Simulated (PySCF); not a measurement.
# MnH6O6 (-3): ligand-field states, spin distribution

What do calculations give for the ligand-field states, spin distribution of MnH6O6 (-3)?

Programs: PySCF 2.14.0, with routines of our own; each step states its level. All values are computed. Atoms count from 0.

## 1. The starting structure

13 atoms, charge -3, states of the metal's open shell are computed; geometry from: model start, shaken.

## 2. Geometry optimisation at PBE0-D3(BJ)/def2-SVP

What the job is given:

```
{"job": {"xc": "PBE0", "basis": "def2-SVP", "d3": "d3bj", "grid": 1, "maxiter": 45, "solvent": "water", "kind": "geom"}, "charge": -3, "metal": "Mn", "open_shell": "d4"}
Mn     0.000020     0.004480    -0.004110
O     -0.013360    -0.006820     2.197130
H      0.800900     0.020100     2.744620
O     -0.009310     0.007350    -2.206650
H     -0.798420    -0.013960    -2.752440
O      1.926180    -0.020160    -0.006860
H      2.427230     0.780660    -0.027630
O     -1.919280    -0.019010     0.004070
H     -2.453400    -0.802800    -0.037750
O     -0.008080     1.915020     0.001700
H     -0.022950     2.448580     0.785320
O     -0.012130    -1.899840    -0.012110
H     -0.000490    -2.442480    -0.808750
```

The run is started by

```
OMP_NUM_THREADS=1 python lf_run.py task.json out
```

This one command runs all jobs of the session in turn.

The log of the run:

```text
step   0  E = -1605.10091103  max force = 0.026206
step   1  E = -1605.11797716  max force = 0.014384
step   2  E = -1605.14081610  max force = 0.014495
step   3  E = -1605.15566520  max force = 0.011539
step   4  E = -1605.15210255  max force = 0.021460
step   5  E = -1605.15906634  max force = 0.008453
step   6  E = -1605.15953624  max force = 0.011894
step   7  E = -1605.16147389  max force = 0.005258
step   8  E = -1605.16242168  max force = 0.004321
step   9  E = -1605.16290481  max force = 0.002884
step  10  E = -1605.16316939  max force = 0.001325
step  11  E = -1605.16328548  max force = 0.002207
step  12  E = -1605.16330814  max force = 0.000941
step  13  E = -1605.16331924  max force = 0.000365
optimisation converged
```

It took 5.7 min on 1 thread of Arm Neoverse V2, shared host; peak memory 1.3 GiB.

Along the way: (the energy doesn't fall at every step)

```csv
step,energy from step 0 (eV),largest force component (eV/Å)
0,0.0000,1.3476
1,-0.4644,0.7397
2,-1.0859,0.7454
3,-1.4899,0.5934
4,-1.3930,1.1035
5,-1.5825,0.4347
6,-1.5953,0.6116
7,-1.6480,0.2704
8,-1.6738,0.2222
9,-1.6869,0.1483
10,-1.6941,0.0681
11,-1.6973,0.1135
12,-1.6979,0.0484
13,-1.6982,0.0188
```

Distances of close pairs at the start and the end, largest changes first:

```
   bond  before (Å)  after (Å)  change (Å)
Mn0–H12       2.576      2.085      -0.491
Mn0–H10       2.569      2.083      -0.485
 Mn0–H8       2.583      2.191      -0.392
 Mn0–O1       2.201      2.329      +0.128
 Mn0–O3       2.203      2.310      +0.107
 Mn0–O7       1.919      1.964      +0.044
Mn0–O11       1.904      1.948      +0.043
 O9–H10       0.948      0.988      +0.039
```

Where it ended (Å):

```
Mn   -0.0095   -0.0015   -0.0134
O     0.1236    0.5089    2.2554
H     1.0440    0.3828    1.9844
O    -0.1242   -0.5002   -2.2657
H    -1.0525   -0.3874   -2.0181
O     1.9486    0.0817    0.1301
H     1.9144    1.0487    0.0839
O    -1.9666   -0.0878   -0.1485
H    -1.9288   -1.0551   -0.1061
O     0.0559    1.9421    0.0233
H     0.0540    1.8158    1.0027
O    -0.0771   -1.9479   -0.0362
H    -0.0649   -1.8291   -1.0153
```

```
                         at the end point                value
  point group (found at 0.08 Å tolerance)                   Ci
rotational constants (GHz, main isotopes)  2.178, 1.567, 1.499
                                     ⟨S²⟩                6.049
```

## 3. Ligand-field states: state-averaged CASSCF in water

What the job is given:

```
{"job": {"kind": "lf", "basis": {"metal": "x2c-TZVPall", "ligand": "x2c-SVPall"}, "nevpt": true, "solvent": "water"}, "charge": -3, "metal": "Mn", "open_shell": "d4"}
Mn     0.000000     0.000000     0.000000
O      0.148799     0.271069     2.298780
H      1.070203     0.178575     2.018607
O     -0.148799    -0.271069    -2.298780
H     -1.070203    -0.178575    -2.018607
O      1.959074     0.069834     0.126017
H      1.923770     1.036496     0.181111
O     -1.959074    -0.069834    -0.126017
H     -1.923770    -1.036496    -0.181111
O      0.069195     1.931806     0.227466
H      0.072496     1.709876     1.189118
O     -0.069195    -1.931806    -0.227466
H     -0.072496    -1.709876    -1.189118
```

Level: state-averaged CASSCF of the metal d shell, SC-NEVPT2 on the averaged canonical orbitals, state-interaction spin-orbit coupling.

The log of the run:

```text
basis functions 162, electrons 82, active (4e, 5o)
stage 1: DIIS on the effective Fock matrix, level shift 0.30
cycle   1  E = -1602.3611310388  dE = -1.602e+03  max|g| = 3.549e+00
cycle   2  E = -1608.2733667318  dE = -5.912e+00  max|g| = 1.444e+00
cycle   3  E = -1609.9003949197  dE = -1.627e+00  max|g| = 6.719e-01
cycle   4  E = -1610.0408394387  dE = -1.404e-01  max|g| = 1.275e-01
cycle   5  E = -1610.0416955846  dE = -8.561e-04  max|g| = 8.579e-02
cycle   6  E = -1610.0484628847  dE = -6.767e-03  max|g| = 6.208e-02
cycle   7  E = -1610.0532067040  dE = -4.744e-03  max|g| = 2.677e-02
cycle   8  E = -1610.0494954655  dE =  3.711e-03  max|g| = 5.868e-02
cycle   9  E = -1610.0257491171  dE =  2.375e-02  max|g| = 1.571e-01
cycle  10  E = -1609.9250739214  dE =  1.007e-01  max|g| = 3.366e-01
cycle  11  E = -1609.4766635673  dE =  4.484e-01  max|g| = 7.830e-01
cycle  12  E = -1608.1497093826  dE =  1.327e+00  max|g| = 1.294e+00
cycle  13  E = -1606.3444994200  dE =  1.805e+00  max|g| = 2.215e+00
cycle  14  E = -1604.8202897119  dE =  1.524e+00  max|g| = 2.484e+00
cycle  15  E = -1603.7869039688  dE =  1.033e+00  max|g| = 2.254e+00
stage 2: quasi-Newton rotations from the point of smallest gradient
cycle  17  E = -1610.0551081097  dE = -1.901e-03  max|g| = 1.077e-02
cycle  18  E = -1610.0552616348  dE = -1.535e-04  max|g| = 6.471e-03
cycle  19  E = -1610.0553089226  dE = -4.729e-05  max|g| = 9.855e-04
cycle  20  E = -1610.0553102928  dE = -1.370e-06  max|g| = 1.839e-04
cycle  21  E = -1610.0553104774  dE = -1.846e-07  max|g| = 1.083e-04
cycle  22  E = -1610.0553104968  dE = -1.945e-08  max|g| = 3.779e-05
cycle  23  E = -1610.0553104998  dE = -2.992e-09  max|g| = 5.692e-06
converged average energy = -1610.0553104998

 mult deg   label        CASSCF/cm-1   NEVPT2/cm-1
   5   1   5Ag                 0.0           0.0
   3   1   3Ag             17586.9       13348.7
   3   1   3Ag             18295.6       14730.9
   5   1   5Ag             12933.3       15252.9
   3   1   3Ag             19538.9       16474.8
   3   1   3Ag             22686.2       21593.8
   5   1   5Ag             17870.0       22594.7
   3   1   3Ag             25422.3       23093.0
   1   1   1Ag             28689.4       24046.7
   3   1   3Ag             25874.0       24178.1
   5   1   5Ag             20092.4       24728.8
   3   1   3Ag             26573.0       24912.4
   1   1   1Ag             29203.8       25181.9
   3   1   3Ag             26781.5       25414.9
   1   1   1Ag             29727.2       26002.5
   1   1   1Ag             31139.7       26456.1
   5   1   5Ag             21218.9       26531.1
   3   1   3Ag             29217.3       26663.2
   1   1   1Ag             30985.4       28365.1
   3   1   3Ag             31781.3       30978.4
   1   1   1Ag             35286.8       31521.0
   3   1   3Ag             32374.9       31842.8
   1   1   1Ag             35704.4       32346.3
   3   1   3Ag             33156.0       33285.0
   1   1   1Ag             36122.1       33887.8
   3   1   3Ag             34691.9       34948.0
   1   1   1Ag             38272.7       35566.9
   3   1   3Ag             35642.8       36132.9
   1   1   1Ag             38949.5       36482.3
   3   1   3Ag             35797.2       36510.3
   3   1   3Ag             38657.9       39298.8
   3   1   3Ag             38413.2       39337.6
   3   1   3Ag             39651.8       40144.7
   1   1   1Ag             41784.7       40681.5
   3   1   3Ag             40856.5       41321.0
   3   1   3Ag             39206.2       41695.9
   1   1   1Ag             42366.1       41778.6
   3   1   3Ag             40152.4       41904.9
   1   1   1Ag             42787.8       42269.8
   1   1   1Ag             43239.6       42349.8
   1   1   1Ag             46511.9       44635.7
   3   1   3Ag             42007.6       45041.3
   1   1   1Ag             47577.5       46640.2
   3   1   3Ag             45045.6       46657.0
   3   1   3Ag             43127.0       46793.0
   3   1   3Ag             47777.3       47366.1
   3   1   3Ag             46930.0       48162.6
   3   1   3Ag             46038.2       48310.4
   3   1   3Ag             50271.7       48575.7
   3   1   3Ag             46446.4       48960.7
   1   1   1Ag             48557.7       49456.5
   3   1   3Ag             50097.1       49802.5
   3   1   3Ag             50569.0       50629.5
   1   1   1Ag             49742.7       51266.6
   1   1   1Ag             54039.1       51680.2
   3   1   3Ag             51084.3       51705.3
   3   1   3Ag             48940.2       51842.0
   1   1   1Ag             50376.6       52635.8
   1   1   1Ag             54533.7       53832.7
   1   1   1Ag             56757.3       54670.4

spin-orbit levels / cm-1
      0.00  x1  5Ag 1.00
      0.03  x1  5Ag 1.00
      9.59  x1  5Ag 1.00
      9.80  x1  5Ag 1.00
     12.92  x1  5Ag 1.00
  13318.61  x1  3Ag 0.98
  13338.69  x1  3Ag 0.99
  13341.25  x1  3Ag 0.99
  14677.97  x1  3Ag 0.88 5Ag 0.11
  14680.43  x1  3Ag 0.89 5Ag 0.10
  14704.86  x1  3Ag 0.92 5Ag 0.08
  15193.08  x1  5Ag 0.92 3Ag 0.05
  15207.44  x1  5Ag 0.94 3Ag 0.05
  15250.09  x1  5Ag 0.85 3Ag 0.10 3Ag 0.04
  15326.97  x1  5Ag 0.91 3Ag 0.08
  15330.27  x1  5Ag 0.90 3Ag 0.09
  16542.39  x1  3Ag 0.95 5Ag 0.05
  16543.94  x1  3Ag 0.95 5Ag 0.05
  16567.61  x1  3Ag 0.94 5Ag 0.06
  21585.47  x1  3Ag 0.99
  21589.31  x1  3Ag 0.99
  21602.88  x1  3Ag 0.99
  22567.22  x1  5Ag 0.98
  22570.71  x1  5Ag 0.98
  22575.87  x1  5Ag 0.99
  22590.70  x1  5Ag 0.99
  22590.99  x1  5Ag 0.99
  22999.05  x1  3Ag 0.91 3Ag 0.05
  23021.03  x1  3Ag 0.92 3Ag 0.04
  23039.92  x1  3Ag 0.95
```

It took 15 s on 1 thread of Arm Neoverse V2, shared host; peak memory 0.71 GiB.

In short:

```
             quantity     value
spin-orbit constant ζ  336 cm⁻¹
```

Powder susceptibility:

```csv
T (K),χT (cm³ K/mol),μ(eff)
2,2.240,4.23
5,2.586,4.55
10,2.824,4.75
20,2.928,4.84
30,2.950,4.86
50,2.964,4.87
75,2.969,4.87
100,2.971,4.87
150,2.974,4.88
200,2.976,4.88
250,2.978,4.88
300,2.979,4.88
```

The fields below are evaluated on a grid from the run's orbitals.

The spin density lies nearest to Mn0 94 %.

## 4. Spin distribution: unrestricted DFT, spin states

Settings changed since step 3:

```diff
@@ -1,2 +1,2 @@
-{"job": {"kind": "lf", "basis": {"metal": "x2c-TZVPall", "ligand": "x2c-SVPall"}, "nevpt": true, "solvent": "water"}, "charge": -3, "metal": "Mn", "open_shell": "d4"}
+{"job": {"kind": "spin", "xc": "BP86"}, "charge": -3, "metal": "Mn", "open_shell": "d4"}
 Mn     0.000000     0.000000     0.000000
```

With the program's defaults for keys left out, this is: unrestricted DFT energies of the spin multiplicities at one geometry, beside CASSCF and NEVPT2 of the metal shell.

The log of the run:

```text
multiplicity 5
final grid: 112736 points
cycle   1  E = -1612.9957358317  dE =  1.006e+00  |g| = 2.053e+00  |ddm| = 1.462e+00
cycle   2  E = -1603.4582348050  dE =  9.538e+00  |g| = 4.326e+00  |ddm| = 1.440e+01
cycle   3  E = -1611.2427788003  dE = -7.785e+00  |g| = 3.259e+00  |ddm| = 1.449e+01
cycle   4  E = -1607.0572248213  dE =  4.186e+00  |g| = 4.505e+00  |ddm| = 1.917e+00
cycle   5  E = -1612.9313817813  dE = -5.874e+00  |g| = 2.060e+00  |ddm| = 1.893e+00
cycle   6  E = -1613.4010100737  dE = -4.696e-01  |g| = 1.617e+00  |ddm| = 7.551e-01
cycle   7  E = -1613.7056011844  dE = -3.046e-01  |g| = 1.118e+00  |ddm| = 1.022e+00
cycle   8  E = -1614.0569904501  dE = -3.514e-01  |g| = 4.658e-01  |ddm| = 1.005e+00
cycle   9  E = -1614.1117100831  dE = -5.472e-02  |g| = 2.721e-01  |ddm| = 5.281e-01
cycle  10  E = -1614.1361352742  dE = -2.443e-02  |g| = 7.905e-02  |ddm| = 3.322e-01
cycle  11  E = -1614.1375469069  dE = -1.412e-03  |g| = 4.764e-02  |ddm| = 1.147e-01
cycle  12  E = -1614.1383675017  dE = -8.206e-04  |g| = 3.696e-03  |ddm| = 3.396e-02
cycle  13  E = -1614.1383727848  dE = -5.283e-06  |g| = 1.332e-03  |ddm| = 5.670e-03
cycle  14  E = -1614.1383735383  dE = -7.535e-07  |g| = 1.019e-04  |ddm| = 1.453e-03
converged SCF energy = -1614.1383735383
multiplicity 3
final grid: 112736 points
cycle   1  E = -1612.4621392773  dE =  1.493e+00  |g| = 2.517e+00  |ddm| = 1.540e+00
cycle   2  E = -1602.3396882314  dE =  1.012e+01  |g| = 4.817e+00  |ddm| = 1.878e+01
cycle   3  E = -1612.8691690869  dE = -1.053e+01  |g| = 2.192e+00  |ddm| = 1.884e+01
cycle   4  E = -1606.8463902330  dE =  6.023e+00  |g| = 4.626e+00  |ddm| = 2.173e+00
cycle   5  E = -1612.9227261939  dE = -6.076e+00  |g| = 2.002e+00  |ddm| = 1.967e+00
cycle   6  E = -1613.0400294346  dE = -1.173e-01  |g| = 2.007e+00  |ddm| = 1.246e+00
cycle   7  E = -1613.4277592251  dE = -3.877e-01  |g| = 1.521e+00  |ddm| = 1.072e+00
cycle   8  E = -1613.8785988372  dE = -4.508e-01  |g| = 8.501e-01  |ddm| = 4.874e-01
cycle   9  E = -1614.0961237126  dE = -2.175e-01  |g| = 1.802e-01  |ddm| = 7.583e-01
cycle  10  E = -1614.1062564039  dE = -1.013e-02  |g| = 1.103e-01  |ddm| = 4.642e-01
cycle  11  E = -1614.1112765496  dE = -5.020e-03  |g| = 3.441e-02  |ddm| = 1.863e-01
cycle  12  E = -1614.1122979419  dE = -1.021e-03  |g| = 1.809e-02  |ddm| = 9.663e-02
cycle  13  E = -1614.1132334373  dE = -9.355e-04  |g| = 1.470e-02  |ddm| = 1.350e-01
cycle  14  E = -1614.1138172796  dE = -5.838e-04  |g| = 8.303e-03  |ddm| = 7.537e-02
cycle  15  E = -1614.1144820510  dE = -6.648e-04  |g| = 1.074e-02  |ddm| = 1.042e-01
cycle  16  E = -1614.1149049475  dE = -4.229e-04  |g| = 6.056e-03  |ddm| = 8.217e-02
cycle  17  E = -1614.1150627844  dE = -1.578e-04  |g| = 6.734e-03  |ddm| = 1.555e-01
cycle  18  E = -1614.1151194165  dE = -5.663e-05  |g| = 4.574e-03  |ddm| = 8.058e-02
cycle  19  E = -1614.1151525483  dE = -3.313e-05  |g| = 2.776e-03  |ddm| = 2.206e-02
cycle  20  E = -1614.1151627001  dE = -1.015e-05  |g| = 1.396e-03  |ddm| = 2.377e-02
cycle  21  E = -1614.1151766263  dE = -1.393e-05  |g| = 1.663e-03  |ddm| = 1.891e-02
cycle  22  E = -1614.1151874923  dE = -1.087e-05  |g| = 9.982e-04  |ddm| = 2.624e-02
cycle  23  E = -1614.1151890679  dE = -1.576e-06  |g| = 3.730e-04  |ddm| = 5.056e-03
cycle  24  E = -1614.1151899645  dE = -8.966e-07  |g| = 3.363e-04  |ddm| = 7.258e-03
converged SCF energy = -1614.1151899645
```

It took 44 s on 1 thread of Arm Neoverse V2, shared host; peak memory 0.88 GiB.

Warnings kept with the result: spin contamination in a lower multiplicity.

## 5. Spin distribution: unrestricted DFT, spin states

Settings changed since step 4:

```diff
@@ -1,2 +1,2 @@
-{"job": {"kind": "spin", "xc": "BP86"}, "charge": -3, "metal": "Mn", "open_shell": "d4"}
+{"job": {"kind": "spin", "xc": "TPSSh"}, "charge": -3, "metal": "Mn", "open_shell": "d4"}
 Mn     0.000000     0.000000     0.000000
```

With the program's defaults for keys left out, this is: unrestricted DFT energies of the spin multiplicities at one geometry, beside CASSCF and NEVPT2 of the metal shell.

The log of the run:

```text
multiplicity 5
final grid: 112736 points
cycle   1  E = -1613.7121958220  dE =  1.121e-01  |g| = 8.212e-01  |ddm| = 9.421e-01
cycle   2  E = -1607.8537568429  dE =  5.858e+00  |g| = 3.222e+00  |ddm| = 1.640e+01
cycle   3  E = -1613.8314534452  dE = -5.978e+00  |g| = 5.021e-01  |ddm| = 1.642e+01
cycle   4  E = -1613.8796421657  dE = -4.819e-02  |g| = 3.183e-01  |ddm| = 5.514e-01
cycle   5  E = -1613.9153248593  dE = -3.568e-02  |g| = 8.666e-02  |ddm| = 3.200e-01
cycle   6  E = -1613.9175423327  dE = -2.217e-03  |g| = 4.487e-02  |ddm| = 1.083e-01
cycle   7  E = -1613.9183400668  dE = -7.977e-04  |g| = 3.918e-03  |ddm| = 4.411e-02
cycle   8  E = -1613.9183577867  dE = -1.772e-05  |g| = 1.657e-03  |ddm| = 9.301e-03
cycle   9  E = -1613.9183593414  dE = -1.555e-06  |g| = 1.449e-03  |ddm| = 3.846e-03
cycle  10  E = -1613.9183602458  dE = -9.044e-07  |g| = 4.051e-04  |ddm| = 1.797e-03
converged SCF energy = -1613.9183602458
multiplicity 3
final grid: 112736 points
cycle   1  E = -1613.5512466452  dE =  2.260e-01  |g| = 1.068e+00  |ddm| = 1.003e+00
cycle   2  E = -1605.7369382311  dE =  7.814e+00  |g| = 3.364e+00  |ddm| = 2.097e+01
cycle   3  E = -1612.8230061718  dE = -7.086e+00  |g| = 1.998e+00  |ddm| = 2.105e+01
cycle   4  E = -1613.8055807817  dE = -9.826e-01  |g| = 5.066e-01  |ddm| = 6.279e-01
cycle   5  E = -1613.8611826291  dE = -5.560e-02  |g| = 2.635e-01  |ddm| = 3.899e-01
cycle   6  E = -1613.8815653599  dE = -2.038e-02  |g| = 9.676e-02  |ddm| = 1.983e-01
cycle   7  E = -1613.8851199618  dE = -3.555e-03  |g| = 2.009e-02  |ddm| = 9.461e-02
cycle   8  E = -1613.8853424764  dE = -2.225e-04  |g| = 7.585e-03  |ddm| = 2.608e-02
cycle   9  E = -1613.8854469865  dE = -1.045e-04  |g| = 5.601e-03  |ddm| = 1.765e-02
cycle  10  E = -1613.8855400152  dE = -9.303e-05  |g| = 4.697e-03  |ddm| = 1.466e-02
[... 3 cycles left out ...]
cycle  14  E = -1613.8851105332  dE = -1.702e-05  |g| = 1.544e-03  |ddm| = 1.118e-02
cycle  15  E = -1613.8851426526  dE = -3.212e-05  |g| = 1.331e-03  |ddm| = 1.798e-02
cycle  16  E = -1613.8851826430  dE = -3.999e-05  |g| = 1.192e-03  |ddm| = 2.769e-02
cycle  17  E = -1613.8852003482  dE = -1.771e-05  |g| = 9.215e-04  |ddm| = 1.548e-02
cycle  18  E = -1613.8852177749  dE = -1.743e-05  |g| = 7.241e-04  |ddm| = 1.778e-02
cycle  19  E = -1613.8852323069  dE = -1.453e-05  |g| = 6.201e-04  |ddm| = 1.898e-02
cycle  20  E = -1613.8852421629  dE = -9.856e-06  |g| = 5.474e-04  |ddm| = 1.409e-02
cycle  21  E = -1613.8852508301  dE = -8.667e-06  |g| = 4.810e-04  |ddm| = 1.432e-02
cycle  22  E = -1613.8852543717  dE = -3.542e-06  |g| = 4.682e-04  |ddm| = 6.238e-03
cycle  23  E = -1613.8852548785  dE = -5.068e-07  |g| = 4.825e-04  |ddm| = 2.027e-03
converged SCF energy = -1613.8852548785
```

Wall time 89 s (1 thread of Arm Neoverse V2, shared host); peak memory 0.88 GiB.

## 6. Spin distribution: unrestricted DFT, spin states

Settings changed since step 5:

```diff
@@ -1,2 +1,2 @@
-{"job": {"kind": "spin", "xc": "TPSSh"}, "charge": -3, "metal": "Mn", "open_shell": "d4"}
+{"job": {"kind": "spin", "xc": "B3LYP"}, "charge": -3, "metal": "Mn", "open_shell": "d4"}
 Mn     0.000000     0.000000     0.000000
```

Method: unrestricted DFT energies of the spin multiplicities at one geometry, beside CASSCF and NEVPT2 of the metal shell.

The log of the run, cut to the lines that bear on the results:

```text
multiplicity 5
final grid: 112736 points
cycle   1  E = -1613.8523043112  dE =  8.819e-03  |g| = 5.714e-01  |ddm| = 8.863e-01
cycle   2  E = -1612.6937392827  dE =  1.159e+00  |g| = 1.790e+00  |ddm| = 1.419e+01
cycle   3  E = -1613.9436919813  dE = -1.250e+00  |g| = 1.445e-01  |ddm| = 1.416e+01
cycle   4  E = -1613.9502372729  dE = -6.545e-03  |g| = 5.189e-02  |ddm| = 1.676e-01
cycle   5  E = -1613.9511476390  dE = -9.104e-04  |g| = 1.939e-02  |ddm| = 7.514e-02
cycle   6  E = -1613.9512964763  dE = -1.488e-04  |g| = 5.351e-03  |ddm| = 2.266e-02
cycle   7  E = -1613.9513087492  dE = -1.227e-05  |g| = 2.202e-03  |ddm| = 7.465e-03
cycle   8  E = -1613.9513124902  dE = -3.741e-06  |g| = 5.016e-04  |ddm| = 3.397e-03
cycle   9  E = -1613.9513128863  dE = -3.961e-07  |g| = 3.136e-04  |ddm| = 1.398e-03
converged SCF energy = -1613.9513128863
multiplicity 3
final grid: 112736 points
cycle   1  E = -1613.7685627272  dE =  4.258e-02  |g| = 6.935e-01  |ddm| = 9.072e-01
cycle   2  E = -1610.7697100600  dE =  2.999e+00  |g| = 2.550e+00  |ddm| = 2.049e+01
cycle   3  E = -1613.8602652591  dE = -3.091e+00  |g| = 3.993e-01  |ddm| = 2.049e+01
cycle   4  E = -1613.9079432354  dE = -4.768e-02  |g| = 1.120e-01  |ddm| = 3.611e-01
cycle   5  E = -1613.9115426740  dE = -3.599e-03  |g| = 5.710e-02  |ddm| = 1.526e-01
cycle   6  E = -1613.9127184857  dE = -1.176e-03  |g| = 1.542e-02  |ddm| = 5.299e-02
cycle   7  E = -1613.9128202313  dE = -1.017e-04  |g| = 4.877e-03  |ddm| = 1.599e-02
cycle   8  E = -1613.9128707115  dE = -5.048e-05  |g| = 2.996e-03  |ddm| = 1.280e-02
cycle   9  E = -1613.9129134718  dE = -4.276e-05  |g| = 2.561e-03  |ddm| = 1.069e-02
cycle  10  E = -1613.9128725862  dE =  4.089e-05  |g| = 2.475e-03  |ddm| = 1.038e-02
[... 8 cycles left out ...]
cycle  19  E = -1613.9129072751  dE = -5.183e-05  |g| = 9.051e-04  |ddm| = 3.466e-02
cycle  20  E = -1613.9129233156  dE = -1.604e-05  |g| = 8.917e-04  |ddm| = 1.176e-02
cycle  21  E = -1613.9129492122  dE = -2.590e-05  |g| = 8.678e-04  |ddm| = 1.896e-02
cycle  22  E = -1613.9129724456  dE = -2.323e-05  |g| = 7.972e-04  |ddm| = 1.752e-02
cycle  23  E = -1613.9129873519  dE = -1.491e-05  |g| = 7.710e-04  |ddm| = 1.173e-02
cycle  24  E = -1613.9129988786  dE = -1.153e-05  |g| = 7.817e-04  |ddm| = 9.429e-03
cycle  25  E = -1613.9130036625  dE = -4.784e-06  |g| = 7.682e-04  |ddm| = 4.421e-03
cycle  26  E = -1613.9130068748  dE = -3.212e-06  |g| = 7.623e-04  |ddm| = 2.899e-03
cycle  27  E = -1613.9130088834  dE = -2.009e-06  |g| = 7.721e-04  |ddm| = 2.014e-03
cycle  28  E = -1613.9130091658  dE = -2.824e-07  |g| = 7.546e-04  |ddm| = 4.858e-03
converged SCF energy = -1613.9130091658
```

It took 55 s on 1 thread of Arm Neoverse V2, shared host; peak memory 0.88 GiB.

(Part 1 of 2 ends here.)
